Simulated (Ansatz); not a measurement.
This script drives Ansatz 0.2.0 through its Python package.

`run_lattice.py`:
```python
'''How the lattice of Ti2HC depends on the functional.'''

import ansatz as az
import numpy as np
from pymatgen.core import Lattice, Structure
from pymatgen.io.ase import AseAtomsAdaptor

def edges_and_angles(cell):
    cell = np.asarray(cell)
    a, b, c = np.linalg.norm(cell, axis=1)
    cosines = cell[1] @ cell[2] / (b * c), cell[0] @ cell[2] / (a * c), cell[0] @ cell[1] / (a * b)
    return (a, b, c, *np.degrees(np.arccos(cosines)))

pmg_structure = Structure(
    Lattice([(1.54827975, 0.89389973, 4.79488031), (-1.54827975, 0.89389973, 4.79488031), (0.0, -1.78779946, 4.79488031)]),
    ['Ti', 'Ti', 'H', 'C'],
    [
        (0.75605405, 0.75605405, 0.75605405),
        (0.24394595, 0.24394595, 0.24394595),
        (0.0, 0.0, 0.0),
        (0.5, 0.5, 0.5),
    ],
)
ti2hc = az.Crystal.from_ase(AseAtomsAdaptor.get_atoms(pmg_structure))

base = (
    ti2hc.calculation()
    .basis(550)
    .kpoints(9)
    .occupations(az.OccupationsMethod.GAUSSIAN, width=0.05)
    .relax(cell=True)
)

levels = [('lda', 'none'), ('pbesol', 'none'), ('pbesol', 'd3bj')]
print('level            a       b       c    alpha   beta  gamma  V/atom  steps')
for name, dispersion in levels:
    seen = []
    run = base.functional(name, dispersion=dispersion).session().plan()
    out = run.execute(on_event=lambda e: seen.append(e) if e['event'] == 'relax_step' else None)
    cell = out.lattice.cell_ang
    label = name if dispersion == 'none' else f'{name}+{dispersion}'
    print('{:13s} {:7.4f} {:7.4f} {:7.4f} {:6.2f} {:6.2f} {:6.2f}'.format(label, *edges_and_angles(cell)), f'{abs(np.linalg.det(cell)) / len(out.lattice.sites):7.3f} {len(seen):5d}')
```

It is started by `python run_lattice.py`. How long does it take on 1 thread of Arm Neoverse V2 (shared host), and how much memory does it need?

It took about 80 s, with a peak of 0.55 GiB, for 3 runs of the engine.

Output of `python run_lattice.py`:
```text
level            a       b       c    alpha   beta  gamma  V/atom  steps
lda            5.0360  5.0360  5.0360  35.18  35.18  35.18   9.468     6
pbesol         5.0819  5.0819  5.0819  35.14  35.14  35.14   9.710     6
pbesol+d3bj    5.0104  5.0104  5.0104  35.26  35.26  35.26   9.361     6
```

From smallest to largest: PBEsol+D3BJ (9.36 Å³ an atom, -6.0 % against the start), LDA (9.47 Å³ an atom, -4.9 % against the start) and PBEsol (9.71 Å³ an atom, -2.5 % against the start). The spread is 3.7 % in volume.

Caveats:
- The run is spin-unpolarised.
- Dispersion corrections can be off by several per cent in the lattices of metals, and by several GPa in the pressure at a fixed cell.
- For a metal this k-point mesh is coarse: on a finer one energies can move by several to tens of meV an atom and pressures by half a GPa or more, differences at one mesh by less.
- Edges and angles are those of the cell as typed, here a primitive one, not of the conventional cell.
- This cell is a computed structure, which may not be the phase found in nature.
